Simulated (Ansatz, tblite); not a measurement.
# C₂₂H₂₀OS: rung by rung

The task here is to estimate one member of a computed series from the others.

The runs use Ansatz 0.2.0, Gaussian basis; as each input shows.

Levels to be run: GFN1-xTB, GFN2-xTB, PBE-D4/def2-TZVP, r2SCAN-D4/def2-TZVP, r2SCANh-D4/def2-TZVP, r2SCAN0-D4/def2-TZVP, LC-ωPBE/def2-TZVP, PBE-D4/def2-SVP, PBE0-D4/def2-SVP, HF/6-31G, B3LYP-D4/6-31G, MP2/def2-SVP, RPA/def2-SVP.

## The geometry

The singlet was relaxed beforehand with PBE-D4/def2-SVP.

SMILES `CC(=O)SCCCCc1ccc2ccc3cccc4ccc1c2c34`, 44 atoms, charge 0, spin multiplicity 1.

Bond lengths: C1–C2 1.514 Å, C1–H25 1.109 Å, C1–H26 1.109 Å, C1–H27 1.106 Å, C2–O3 1.218 Å, C2–S4 1.802 Å, S4–C5 1.826 Å, C5–C6 1.530 Å, C5–H28 1.110 Å, C5–H29 1.109 Å, C6–C7 1.535 Å, C6–H30 1.111 Å, C6–H31 1.111 Å, C7–C8 1.543 Å, C7–H32 1.113 Å, C7–H33 1.111 Å, C8–C9 1.510 Å, C8–H34 1.109 Å and more. Angles: C2–C1–H25 108.8°, C2–C1–H26 108.8°, C2–C1–H27 112.8°, H25–C1–H26 107.2°, H25–C1–H27 109.5°, H26–C1–H27 109.6°, C1–C2–O3 124.0°, C1–C2–S4 112.8°, O3–C2–S4 123.2°, C2–S4–C5 98.7°, S4–C5–C6 113.2°, S4–C5–H28 106.0°, S4–C5–H29 105.5°, C6–C5–H28 111.8°, C6–C5–H29 111.2°, H28–C5–H29 108.6°, C5–C6–C7 113.6°, C5–C6–H30 109.2° and more.

PBE0-D4/def2-TZVP was run before; its log isn't repeated, and its numbers join the tables.

The first run:

Tight binding, by tblite at 300 K electronic temperature and without a spin-polarisation term:

```python
tblite.interface.Calculator('GFN1-xTB', numbers, positions, charge=0, uhf=0).singlepoint()
```

Tight binding, by tblite at 300 K electronic temperature and without a spin-polarisation term:

```python
tblite.interface.Calculator('GFN2-xTB', numbers, positions, charge=0, uhf=0).singlepoint()
```

start.molden holds the orbitals of an earlier run on this state, given as this run's starting guess.

in.yaml

```yaml
crystal:
  periodic: [false, false, false]
  atoms:
    - {symbol: C, position_ang: [6.312816, 3.181548, -2.705727]}
    - {symbol: C, position_ang: [5.321551, 2.169456, -2.172820]}
    - {symbol: O, position_ang: [4.746108, 2.275839, -1.105149]}
    - {symbol: S, position_ang: [5.085939, 0.771440, -3.285750]}
    - {symbol: C, position_ang: [3.846912, -0.151271, -2.311832]}
    - {symbol: C, position_ang: [2.412787, 0.322094, -2.556743]}
    - {symbol: C, position_ang: [1.365191, -0.446784, -1.740528]}
    - {symbol: C, position_ang: [1.505559, -0.280887, -0.212995]}
    - {symbol: C, position_ang: [0.376724, -0.931153, 0.551392]}
    - {symbol: C, position_ang: [0.554377, -2.222578, 1.082077]}
    - {symbol: C, position_ang: [-0.470688, -2.897757, 1.750859]}
    - {symbol: C, position_ang: [-1.737553, -2.300227, 1.916859]}
    - {symbol: C, position_ang: [-2.815873, -2.965711, 2.597003]}
    - {symbol: C, position_ang: [-4.041598, -2.366379, 2.748210]}
    - {symbol: C, position_ang: [-4.292448, -1.047759, 2.230871]}
    - {symbol: C, position_ang: [-5.545595, -0.411033, 2.372759]}
    - {symbol: C, position_ang: [-5.761575, 0.874401, 1.858559]}
    - {symbol: C, position_ang: [-4.734265, 1.553695, 1.191582]}
    - {symbol: C, position_ang: [-3.464105, 0.957558, 1.024732]}
    - {symbol: C, position_ang: [-2.385186, 1.624141, 0.350034]}
    - {symbol: C, position_ang: [-1.157682, 1.026759, 0.197300]}
    - {symbol: C, position_ang: [-0.889882, -0.295440, 0.703294]}
    - {symbol: C, position_ang: [-1.952402, -0.982123, 1.388495]}
    - {symbol: C, position_ang: [-3.231661, -0.359293, 1.547610]}
    - {symbol: H, position_ang: [7.157583, 3.263464, -1.991968]}
    - {symbol: H, position_ang: [5.822268, 4.174808, -2.747814]}
    - {symbol: H, position_ang: [6.700050, 2.915717, -3.707213]}
    - {symbol: H, position_ang: [3.980066, -1.219583, -2.580156]}
    - {symbol: H, position_ang: [4.139701, -0.012912, -1.251161]}
    - {symbol: H, position_ang: [2.178395, 0.232466, -3.638579]}
    - {symbol: H, position_ang: [2.353569, 1.403779, -2.309159]}
    - {symbol: H, position_ang: [1.402547, -1.530102, -1.991470]}
    - {symbol: H, position_ang: [0.353955, -0.105301, -2.047930]}
    - {symbol: H, position_ang: [2.463310, -0.727748, 0.124360]}
    - {symbol: H, position_ang: [1.579226, 0.800789, 0.029136]}
    - {symbol: H, position_ang: [1.535854, -2.709798, 0.965913]}
    - {symbol: H, position_ang: [-0.296152, -3.906319, 2.156925]}
    - {symbol: H, position_ang: [-2.635164, -3.975673, 2.997247]}
    - {symbol: H, position_ang: [-4.858431, -2.888040, 3.270970]}
    - {symbol: H, position_ang: [-6.355984, -0.941987, 2.896135]}
    - {symbol: H, position_ang: [-6.745119, 1.353346, 1.980026]}
    - {symbol: H, position_ang: [-4.906121, 2.564004, 0.788785]}
    - {symbol: H, position_ang: [-2.560673, 2.637197, -0.044630]}
    - {symbol: H, position_ang: [-0.356332, 1.573337, -0.319540]}
basis:
  gaussian: {orbitals: def2-TZVP, fitting: {mean_field: def2-universal-jkfit}, initial_orbitals: start.molden}
hamiltonian: {xc: pbe, dispersion: d4}
scf: {omitted_lower_state_checks: [starts]}
output: {forces: true, orbitals: {seedname: orbitals}}
```

Started as:

```sh
ansatz run in.yaml --threads 2 --pin off --events-out ev --progress --plain --max-ram 32768MiB --backend cuda --devices 0, --max-vram 18GiB
```

Among the steps run: PBE-D4/def2-TZVP; r2SCAN-D4/def2-TZVP; r2SCANh-D4/def2-TZVP; r2SCAN0-D4/def2-TZVP; LC-ωPBE/def2-TZVP; PBE-D4/def2-SVP; PBE0-D4/def2-SVP; HF/6-31G; B3LYP-D4/6-31G; MP2/def2-SVP; RPA/def2-SVP.

One table of the session follows, with a row left open; its other results are not shown here.

It belongs to the step «Binding energy». 

```
               level  binding an atom (eV)
            HF/6-31G                     ?
         HF/def2-SVP                 3.783
     PBE-D4/def2-SVP                 5.313
    PBE-D4/def2-TZVP                 5.235
 r2SCAN-D4/def2-TZVP                 5.077
r2SCANh-D4/def2-TZVP                 5.043
      B3LYP-D4/6-31G                 4.935
    PBE0-D4/def2-SVP                 5.205
   PBE0-D4/def2-TZVP                 5.126
r2SCAN0-D4/def2-TZVP                 4.993
   LC-ωPBE/def2-TZVP                 5.036
        MP2/def2-SVP                 4.981
```

Q: Estimate the row for HF/6-31G from the others.

The run gave: binding an atom (eV): 3.496. In the column «binding an atom (eV)» it is the lowest.

Caveats from the session: Free atoms were run apart at each level; binding is atoms less cluster, divided by the number of atoms, without zero-point or spin-orbit terms.
